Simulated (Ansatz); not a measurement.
Br2Mg, SMILES [Br][Mg][Br], a short molecular-dynamics run

Program: Ansatz 0.2.0 through its Python package.

Contents of `br2mg.xyz`:
```text
3

Br   -2.05050    0.95080   -1.02730
Mg   -0.01140   -0.00900   -0.00430
Br    2.05090   -1.00650    1.01830
```

The cells in order, each with its output:

In [1]:
```python
import ansatz as az
import numpy as np
```

In [2]:
```python
BASIS_SET = "def2-SVP"
XC = "pbe0"
DISPERSION = "d3bj"
N_STEPS = 30
TEMPERATURE_K = 300
```

In [3]:
```python
molecule = az.Crystal.molecule_from_extxyz("br2mg.xyz")
```

In [4]:
```python
model = (
    molecule.calculation()
    .basis(gaussian=BASIS_SET)
    .functional(XC, dispersion=DISPERSION)
    .md("nvt_langevin", timestep=1.0, steps=N_STEPS, temperature=TEMPERATURE_K, initial_velocities="maxwell_boltzmann", seed=17, friction=0.05)
)
frames = []
out = model.session().plan().execute(on_event=lambda e: frames.append(e["data"]) if e["event"] == "md_step" else None)
print("t (fs)   E_pot (eV)      E_kin (eV)   T (K)   d(0-1) (A)")
for f in frames[::3]:
    xyz = np.array(f["positions_ang"])
    print(f"{f['time_fs']:6.2f} {f['lagrangian_ev']:14.5f} {f['e_kin_ev']:10.5f} {f['temperature_k']:8.1f} {np.linalg.norm(xyz[0] - xyz[1]):9.4f}")
print("mean temperature", round(float(np.mean([f["temperature_k"] for f in frames])), 1), "K")
```
```text
t (fs)   E_pot (eV)      E_kin (eV)   T (K)   d(0-1) (A)
  0.00  -145503.18365    0.07756    200.0    2.4750
  3.00  -145503.18058    0.06618    170.7    2.4684
  6.00  -145503.18621    0.09007    232.3    2.4634
  9.00  -145503.19666    0.12009    309.7    2.4669
 12.00  -145503.20086    0.17524    451.9    2.4802
 15.00  -145503.20251    0.13759    354.8    2.4912
 18.00  -145503.20025    0.10078    259.9    2.5033
 21.00  -145503.20155    0.09674    249.5    2.5039
 24.00  -145503.20636    0.16121    415.7    2.4993
 27.00  -145503.21186    0.17119    441.5    2.4895
 30.00  -145503.21903    0.20399    526.0    2.4773
mean temperature 330.1 K
```

Notes:
- The settings weren't tested for convergence.
- The trajectory is only some femtoseconds long, so its temperature is not equilibrated; where the script doesn't relax first, it starts from a rough generated geometry.
- The printed temperature counts all 3N degrees of freedom under Langevin dynamics, so the first row lies under the target.
- Timing: 74 s on 1 thread of Arm Neoverse V2, on a shared host, peak memory 0.25 GiB.
